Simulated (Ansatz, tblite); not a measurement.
# GeHF3: one state, many levels

The task here is to estimate one member of a computed series from the others.

The runs use Ansatz 0.2.0, Gaussian basis; as each input shows.

The runs, in order: GFN1-xTB, GFN2-xTB, PBE-D4/def2-TZVP, r2SCAN-D4/def2-TZVP, ωB97M-V/def2-TZVP, CAM-B3LYP-D4/def2-TZVP, BHLYP-D4/def2-TZVP, HSE06-D4/def2-TZVP, r2SCANh-D4/def2-TZVP, B3LYP-D4/def2-TZVP, BLYP-D4/def2-TZVP, PBE-D4/def2-SVP, PBE0-D4/def2-SVP, HF/STO-3G, HF/6-31G, B3LYP-D4/6-31G, CCSD(T)/def2-TZVPP, MP2/def2-TZVP, RPA/def2-TZVP.

**The geometry**

The singlet was relaxed beforehand with PBE0-D4/def2-TZVP.

5 atoms, charge 0, spin multiplicity 1.

Bond lengths: Ge1–H2 1.516 Å, Ge1–F3 1.707 Å, Ge1–F4 1.707 Å, Ge1–F5 1.707 Å. Angles: H2–Ge1–F3 112.4°, H2–Ge1–F4 112.4°, H2–Ge1–F5 112.4°, F3–Ge1–F4 106.4°, F3–Ge1–F5 106.4°, F4–Ge1–F5 106.4°.

PBE0-D4/def2-TZVP was run before; its log isn't repeated, and its numbers join the tables.

Set-up of the first run:

Tight binding, by tblite at 300 K electronic temperature and without a spin-polarisation term:

```python
tblite.interface.Calculator('GFN1-xTB', numbers, positions, charge=0, uhf=0).singlepoint()
```

Tight binding, by tblite at 300 K electronic temperature and without a spin-polarisation term:

```python
tblite.interface.Calculator('GFN2-xTB', numbers, positions, charge=0, uhf=0).singlepoint()
```

start.molden holds the orbitals of an earlier run on this state, given as this run's starting guess.

The input, in.yaml:

```yaml
crystal:
  periodic: [false, false, false]
  atoms:
    - {symbol: Ge, position_ang: [0.000585, -0.000977, 0.086460]}
    - {symbol: H, position_ang: [0.011110, -0.018094, 1.602593]}
    - {symbol: F, position_ang: [1.574802, 0.010843, -0.573731]}
    - {symbol: F, position_ang: [-0.796949, 1.371128, -0.542295]}
    - {symbol: F, position_ang: [-0.789549, -1.362889, -0.573018]}
basis:
  gaussian: {orbitals: def2-TZVP, initial_orbitals: start.molden}
hamiltonian: {xc: pbe, dispersion: d4}
scf: {omitted_lower_state_checks: [starts]}
output: {orbitals: {seedname: orbitals}}
```

Command:

```sh
$ ansatz run in.yaml --threads 2 --pin off --events-out ev --progress --plain --max-ram 32768MiB --backend cpu
```

Among the steps run: PBE-D4/def2-TZVP; r2SCAN-D4/def2-TZVP; ωB97M-V/def2-TZVP; CAM-B3LYP-D4/def2-TZVP; BHLYP-D4/def2-TZVP; HSE06-D4/def2-TZVP; r2SCANh-D4/def2-TZVP; B3LYP-D4/def2-TZVP; BLYP-D4/def2-TZVP; PBE-D4/def2-SVP; PBE0-D4/def2-SVP; HF/STO-3G; HF/6-31G; B3LYP-D4/6-31G; CCSD(T)/def2-TZVPP; MP2/def2-TZVP; RPA/def2-TZVP.

One of the session's tables, all rows but one given; the rest of the session is left out.

```
                 level  HOMO (eV)  LUMO (eV)  gap (eV)
             HF/STO-3G     -10.66      10.67     21.33
              HF/6-31G     -15.81       3.04     18.85
       PBE-D4/def2-SVP      -9.33      -1.34      7.99
      PBE-D4/def2-TZVP      -9.58      -1.58      8.00
     BLYP-D4/def2-TZVP      -9.52      -1.60      7.92
   r2SCAN-D4/def2-TZVP     -10.05      -1.16      8.89
  r2SCANh-D4/def2-TZVP     -10.70      -0.77      9.94
        B3LYP-D4/6-31G          ?          ?         ?
    B3LYP-D4/def2-TZVP     -11.11      -0.89     10.22
      PBE0-D4/def2-SVP     -11.22      -0.28     10.94
     PBE0-D4/def2-TZVP     -11.35      -0.46     10.89
    HSE06-D4/def2-TZVP     -10.94      -0.84     10.10
    BHLYP-D4/def2-TZVP     -13.03       0.56     13.59
CAM-B3LYP-D4/def2-TZVP     -12.85       0.53     13.38
     ωB97M-V/def2-TZVP     -13.69       1.61     15.30
```

Estimate the missing values for B3LYP-D4/6-31G.

**Answer.** HOMO (eV): -11.01; LUMO (eV): -1.22; gap (eV): 9.78. In the column «HOMO (eV)» it lies between B3LYP-D4/def2-TZVP (-11.11) and HSE06-D4/def2-TZVP (-10.94).
